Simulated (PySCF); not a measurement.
**CuFCl: doublet, from a bent start**

The task is one start of a wider search on CuFCl: the doublet, from a bent start. It is relaxed, tested by its Hessian and followed downhill if it is a saddle.

Method: PBE0, basis Cu def2-TZVP, F def2-TZVP, Cl def2-TZVP, no relativity, density fitting; program: PySCF 2.14.0.

### Step 1. The system as given

3 atoms, charge 0, spin multiplicity 2.

Bond lengths: Cu1–F2 1.760 Å, Cu1–Cl3 2.110 Å. Angles: F2–Cu1–Cl3 110.0°.

```xyz
3
charge 0 multiplicity 2
Cu    0.0000    0.0000    0.0000
F    -1.4417    0.0000    1.0095
Cl    1.7284    0.0000    1.2102
```

### Step 2. First SCF at the start

One driver script runs all steps and calls PySCF; scf.py shows how it sets up the SCF of each step. The optimiser is the driver's own. After this first run the driver tries any further starts and a stability analysis.

The input, scf.py:

```python
from pyscf import gto, scf, dft
mol = gto.M(atom='''
Cu     0.000000     0.000000     0.000000
F     -1.441700     0.000000     1.009500
Cl     1.728400     0.000000     1.210200''',
    basis={'Cu': 'def2-TZVP', 'F': 'def2-TZVP', 'Cl': 'def2-TZVP'},
    charge=0, spin=1)
mf = dft.UKS(mol, xc='PBE0')
mf.grids.atom_grid = (50, 194)
aux = {'Cu': 'def2-universal-JKFIT', 'F': 'def2-universal-JKFIT', 'Cl': 'def2-universal-JKFIT'}
mf = mf.density_fit(auxbasis=aux)
mf.conv_tol = 1e-08
mf.diis_space = 10
mf.max_cycle = 60
mf.init_guess = 'minao'
mf.verbose = 4
mf.kernel()
```

Launch:

```sh
$ OMP_NUM_THREADS=4 python axn.py task.json out
```

The runs that follow: Relaxation: bent start, doublet; Frequencies.

**Question.** What will these runs give? Wanted: minimum; geometry; wavenumbers; dipole moment; highest occupied, lowest empty level; polar-tensor charge of Cu1; zero-point energy; atomisation energy; ⟨S²⟩.

**Answer**, as computed:

```
                                          quantity                                        value
                                           minimum                                  doublet, Cs
                                          geometry  Cu–Cl 2.067 Å, Cu–F 1.725 Å; Cl–Cu–F 170.5°
                                wavenumbers (cm⁻¹)                 104 (a'), 394 (a'), 688 (a')
                                     dipole moment                                       0.95 D
highest occupied, lowest empty level (either spin)                              -9.21, -6.14 eV
                        polar-tensor charge of Cu1                                      +1.32 e
                                 zero-point energy                                   7.1 kJ/mol
                               entropy at 298.15 K                              284.0 J/(mol K)
         atomisation energy (no zero-point energy)                                   642 kJ/mol
                                              ⟨S²⟩                                        0.754
```

The bent start keeps its Cs symmetry and ends in a minimum. In the infrared the band at 688 cm⁻¹ (a', stretch) leads. Most of the spin sits on Cu1 (Mulliken spin 0.72, against 1 for the whole molecule). Only this shape and spin were tried, so other structures or states may lie lower. One determinant may miss the lowest occupation of an open d or f shell.
